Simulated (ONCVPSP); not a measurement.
**Thulium: generating and testing an ONCV potential**

Aim: build the potential from the settings below, then test how well it stands in for the atom: other configurations, scattering, ghost states and the plane-wave cutoff that it needs.

Method: ONCVPSP 4.0.1, PBE, scalar-relativistic.

## (1) Settings

The settings as typed:

```
element                 : thulium (Tm, Z = 69)
type                    : optimised norm-conserving Vanderbilt (ONCV)
frozen core             : [Kr] 4d10
valence charge          : 23
reference configuration : 4f12 5s2 5p6 5d1 6s2
partial waves           : 5s+6s: rc 2.30 bohr, ncon 4, nbas 8, qcut 5.2 1/bohr, 2 projectors; 5p: rc 1.55 bohr, ncon 4, nbas 8, qcut 5.7 1/bohr, 1 projector; 5d: rc 2.90 bohr, ncon 3, nbas 7, qcut 5.6 1/bohr, 2 projectors, debl 0.5 Ha; 4f: rc 0.65 bohr, ncon 4, nbas 8, qcut 18.6 1/bohr, 3 projectors, debl 2.9 Ha
local potential         : polynomial inside 0.65 bohr (lpopt 2, dvloc0 -1 Ha)
core correction         : Teter function, fcfact 2.5, rcfact 1.15
```

An earlier all-electron run gives the scale for the radii.

All-electron outer shells of the reference configuration (PBE, scalar-relativistic, ld1.x):

| shell | level (eV) | outermost node (bohr) | outermost maximum (bohr) |
| --- | --- | --- | --- |
| 4d | -178.99 | 0.24 | 0.50 |
| 5s | -57.66 | 0.59 | 1.08 |
| 5p | -30.39 | 0.63 | 1.24 |
| 4f | -9.57 | – | 0.49 |
| 6s | -4.49 | 1.46 | 3.17 |
| 5d | -1.97 | 0.71 | 1.87 |
| 6p | -1.34 | 1.78 | 4.39 |

## (2) Generation

The input, Tm.dat:

```
# ATOM AND REFERENCE CONFIGURATION
# atsym  z   nc   nv     iexc    psfile
  Tm 69.00    9    5        4      upf
#
#   n    l    f
    1    0    2.00
    2    0    2.00
    2    1    6.00
    3    0    2.00
    3    1    6.00
    3    2   10.00
    4    0    2.00
    4    1    6.00
    4    2   10.00
    4    3   12.00
    5    0    2.00
    5    1    6.00
    5    2    1.00
    6    0    2.00
#
# PSEUDOPOTENTIAL AND OPTIMIZATION
# lmax
    3
#
#   l,   rc,      ep,       ncon, nbas, qcut
    0    2.30    0.00    4    8    5.20
    1    1.55    0.00    4    8    5.70
    2    2.90    0.00    3    7    5.60
    3    0.65    0.00    4    8   18.60
#
# LOCAL POTENTIAL
# lloc, lpopt,  rc(5),   dvloc0
    4    2    0.65   -1.00
#
# VANDERBILT-KLEINMAN-BYLANDER PROJECTORs
# l, nproj, debl
    0    2    0.30
    1    1    1.00
    2    2    0.50
    3    3    2.90
#
# MODEL CORE CHARGE
# icmod, fcfact, rcfact
    3    2.50    1.15
#
# LOG DERIVATIVE ANALYSIS
# epsh1, epsh2, depsh
   -4.00    5.00    0.02
#
# OUTPUT GRID
# rlmax, drl
    6.00    0.01
#
# TEST CONFIGURATIONS
# ncnf
    4
# nvcnf
#   n    l    f
    5
    4    3   13.00
    5    0    2.00
    5    1    6.00
    5    2    0.00
    6    0    2.00
#
    5
    4    3   13.00
    5    0    2.00
    5    1    6.00
    5    2    0.00
    6    0    1.00
#
    5
    4    3   13.00
    5    0    2.00
    5    1    6.00
    5    2    0.00
    6    0    0.00
#
    5
    4    3   11.00
    5    0    2.00
    5    1    6.00
    5    2    0.00
    6    0    0.00
#
```

Command:

```
$ oncvpsp.x < Tm.dat > Tm.out
```

**Question.** What will these runs give? Wanted: cutoffs for 1 and 0.1 mHa per electron, occupied waves; bound ghosts; GHOST(+) flags; largest miss of a reference level; largest test error; largest phase difference near zero energy, channels read; rms error of d²Exc/dn², without and with the model core.

The runs gave:

```
                                                quantity                                                 value
  cutoffs for 1 and 0.1 mHa per electron, occupied waves                                     612 Ha and 786 Ha
                                            bound ghosts                       s at -202.17 eV, p at -84.51 eV
                                          GHOST(+) flags                               d at 19 eV, f at 332 eV
                       largest miss of a reference level                                           14 meV (4f)
                            largest test error (AE − PS)  -208 meV, for 4f13 5s2 5p6 5d0 6s1 (1 test unsolved)
largest phase difference near zero energy, channels read                                             0.003 rad
 rms error of d²Exc/dn², without and with the model core                                     5.27 and 3.96 mHa
```

It has a bound ghost (s, p), a state that the atom doesn't have, and that rules the file out. By total energies transferability is poor: the largest error is 208 meV on 1.5 eV, for 4f13 5s2 5p6 5d0 6s1. Of the tests 1 gave no usable energy difference, which is a warning in itself. By its cutoff, 612 Ha for the looser tolerance, it is very hard. At the looser tolerance the 4f wave is the slowest; 5p needs 26 Ha. Near zero energy the phases of the channels with partial waves agree within 0.003 rad. The pseudo curves have poles with no partner nearby in the atom's: p at -3.09 Ha, d at 0.72 Ha. At positive energy that is a spurious or a displaced resonance. The program also flags highly localised states, GHOST(+) (d, f).
